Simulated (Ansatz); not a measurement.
# As2C3N2: the cost of one run

Computed with Ansatz 0.2.0 (DFT, PBE, plane-wave PAW, default files, scalar-relativistic, unless a step's input says otherwise).

1 further run of the same task is left out (it didn't finish).

## Step 1: The system as given

It takes space group C2 (No. 5, monoclinic). Conventional cell: a = 9.190 Å, b = 6.900 Å, c = 8.920 Å, α = 90.00°, β = 101.20°, γ = 90.00°. As (site symmetry 1) is surrounded by 3 C at 1.97 to 1.98 Å. C (site symmetry 1) is surrounded by 1 N at 1.16 Å. N (site symmetry 1) has 1 C at 1.16 Å as nearest neighbours.

Coordinates:

```xyz
14
Lattice="4.5950 -3.4500 0.0000 4.5950 3.4500 0.0000 -1.7326 0.0000 8.7501" Properties=species:S:1:pos:R:3 pbc="T T T"
As    2.2570   -0.0008    2.2940
As    5.2005   -0.0008    6.4561
C     1.3661    1.4693    3.2586
C     6.0913    1.4693    5.4916
C     5.1090    2.5208    2.1790
C     2.3484    2.5208    6.5711
C     1.8930    0.9110    0.5871
C     5.5645    0.9110    8.1630
N     4.6776   -1.9843    8.3199
N     2.7799   -1.9843    0.4302
N     4.1391    1.8841    2.1756
N     3.3184    1.8841    6.5746
N     5.5282   -1.1293    3.9199
N     1.9292   -1.1293    4.8303
```

The earlier run gave: gap on the mesh 4.68 eV, largest force 0.017 eV/Å, pressure 0.6 GPa.

Like atoms gathered into sites:

```tsv
site	atoms	first shell	V_zz (10²¹ V/m²)	η	C_Q (MHz)
As	1, 2	3 C at 1.97–1.98 Å	-21.4	0.04	-161 (⁷⁵As)
C3	3, 4	1 N at 1.16 Å, 1 As at 1.97 Å, angle 174°	-3.40	0.05	–
C5	5, 6	1 N at 1.16 Å, 1 As at 1.98 Å, angle 174°	-3.48	0.02	–
C7	7, 8	1 N at 1.16 Å, 1 As at 1.97 Å, angle 173°	-3.36	0.03	–
N9	9, 10	1 C at 1.16 Å	-7.76	0.04	-3.84 (¹⁴N)
N11	11, 12	1 C at 1.16 Å	-7.53	0.05	-3.72 (¹⁴N)
N13	13, 14	1 C at 1.16 Å	-7.91	0.04	-3.91 (¹⁴N)
```

V_zz is the principal component of the electric field gradient with the largest magnitude, η = (V_xx − V_yy)/V_zz and C_Q = eQV_zz/h. Nuclear quadrupole moments: year-2017 set (Pyykkö). A dash under C_Q marks elements without a common quadrupolar isotope.

## Step 2: All 2 N of one site replaced by As, ions relaxed

input.yaml

```yaml
crystal:
  lattice:
    - [4.595, -3.45, 0.0]
    - [4.595, 3.45, 0.0]
    - [-1.73257, 0.0, 8.75012]
  atoms:
    - { symbol: As, position: [0.2951293755, 0.2949045224, 0.2621687797] }
    - { symbol: As, position: [0.7050954776, 0.7048706245, 0.7378312203] }
    - { symbol: C, position: [0.0059121565, 0.4318030148, 0.3724010734] }
    - { symbol: C, position: [0.5681969852, 0.9940878435, 0.6275989266] }
    - { symbol: C, position: [0.2375465944, 0.9682105663, 0.2490241906] }
    - { symbol: C, position: [0.0317894337, 0.7624534056, 0.7509758094] }
    - { symbol: C, position: [0.0866035516, 0.3506592043, 0.067101287] }
    - { symbol: C, position: [0.6493407957, 0.9133964484, 0.932898713] }
    - { symbol: "N", position: [0.975828721, 0.4006596597, 0.9508328635] }
    - { symbol: "N", position: [0.5993403403, 0.024171279, 0.0491671365] }
    - { symbol: "N", position: [0.2242096248, 0.7703131485, 0.2486315767] }
    - { symbol: "N", position: [0.2296868515, 0.7757903752, 0.7513684233] }
    - { symbol: As, position: [0.849661163, 0.5223410708, 0.4479787309] }
    - { symbol: As, position: [0.4776589292, 0.150338837, 0.5520212691] }
kpoints:
  mp_grid: { grid: [5, 5, 3] }
scf:
  occupations: { method: fermi_dirac, width: 0.02 }
hamiltonian:
  xc: pbe
  pseudopotentials: { kind: paw }
output:
  forces: true
  stress: true
  populations: true
  efg:
    quadrupole_moments_barn: { As: 0.311, "N": 0.02044 }
    contact_densities: true
relax:
  f_tol: 0.02
  max_steps: 60
```

Command:

```sh
ansatz run input.yaml --threads 1 --pin off --max-ram 3072MiB --backend cpu --events-out ev --progress --plain --runs-dir out
```

Q: Estimate wall time and peak memory on 1 thread of an x86-64 CPU, shared host.

About 5.5 min, with a peak of 0.77 GiB.
